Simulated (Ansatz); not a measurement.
# CH₄Cl₂Sn: geometry optimisation

Aim: relax CH₄Cl₂Sn at this level.

Computed with Ansatz 0.2.0. Level: RHF/def2-SVPD.

1 further run of the same task is left out (set aside as unsound or not needed).

## 1. The starting structure

8 atoms, charge 0, spin multiplicity 1.

Atoms are counted from 1 here; the program's logs count them from 0.

Bond lengths: Cl1–C2 1.800 Å, C2–Cl3 1.800 Å, C2–Sn4 2.210 Å, C2–H5 1.104 Å, Sn4–H6 1.718 Å, Sn4–H7 1.724 Å, Sn4–H8 1.724 Å. Angles: Cl1–C2–Cl3 111.5°, Cl1–C2–Sn4 110.0°, Cl1–C2–H5 106.2°, Cl3–C2–Sn4 110.0°, Cl3–C2–H5 106.2°, Sn4–C2–H5 112.8°, C2–Sn4–H6 105.9°, C2–Sn4–H7 107.4°, C2–Sn4–H8 107.4°, H6–Sn4–H7 112.2°, H6–Sn4–H8 112.2°, H7–Sn4–H8 111.4°.

Coordinates:

```xyz
8

Cl    1.0565   -0.2193    2.1156
C     1.0373   -0.1688    0.3161
Cl    2.0424    1.1836   -0.3178
Sn   -1.0392    0.0272   -0.4132
H     1.5238   -1.0996   -0.0234
H    -1.6140    1.5256    0.2008
H    -0.9839    0.0082   -2.1366
H    -1.9308   -1.3141    0.2027
```

## 2. Relaxation

The input, input.yaml:

```yaml
crystal:
  periodic: [false, false, false]
  atoms:
    - { symbol: Cl, position_ang: [1.056536, -0.2193, 2.115606] }
    - { symbol: C, position_ang: [1.037283, -0.168753, 0.316081] }
    - { symbol: Cl, position_ang: [2.042376, 1.183596, -0.317776] }
    - { symbol: Sn, position_ang: [-1.039188, 0.02721, -0.413152] }
    - { symbol: H, position_ang: [1.523757, -1.099586, -0.023385] }
    - { symbol: H, position_ang: [-1.613953, 1.525572, 0.200795] }
    - { symbol: H, position_ang: [-0.983876, 0.008153, -2.136572] }
    - { symbol: H, position_ang: [-1.930836, -1.314093, 0.202703] }
basis:
  gaussian: { orbitals: def2-SVPD }
hamiltonian:
  xc: hf
output:
  forces: true
relax:
  f_tol: 0.003
  max_steps: 120
```

Run with:

```
> ansatz run input.yaml --threads 1 --pin off --max-ram 2560MiB --backend cpu --events-out ev --progress --plain --runs-dir out
```

Before running it: what results should come out? Wanted: energy gained; root mean square move; dipole moment.

As calculated:

| quantity | value |
| --- | --- |
| energy gained | 0.0230 eV |
| root mean square move | 0.023 Å |
| dipole moment | 2.36 D |

What this shows: Bond lengths: Cl1–C2 1.788 Å, C2–Cl3 1.788 Å, C2–Sn4 2.199 Å, C2–H5 1.083 Å, Sn4–H6 1.700 Å, Sn4–H7 1.706 Å, Sn4–H8 1.706 Å. Angles: Cl1–C2–Cl3 110.7°, Cl1–C2–Sn4 110.8°, Cl1–C2–H5 105.9°, Cl3–C2–Sn4 110.8°, Cl3–C2–H5 105.9°, Sn4–C2–H5 112.6°, C2–Sn4–H6 107.1°, C2–Sn4–H7 107.1°, C2–Sn4–H8 107.1°, H6–Sn4–H7 112.0°, H6–Sn4–H8 112.0°, H7–Sn4–H8 111.1°. No frequencies were computed here.
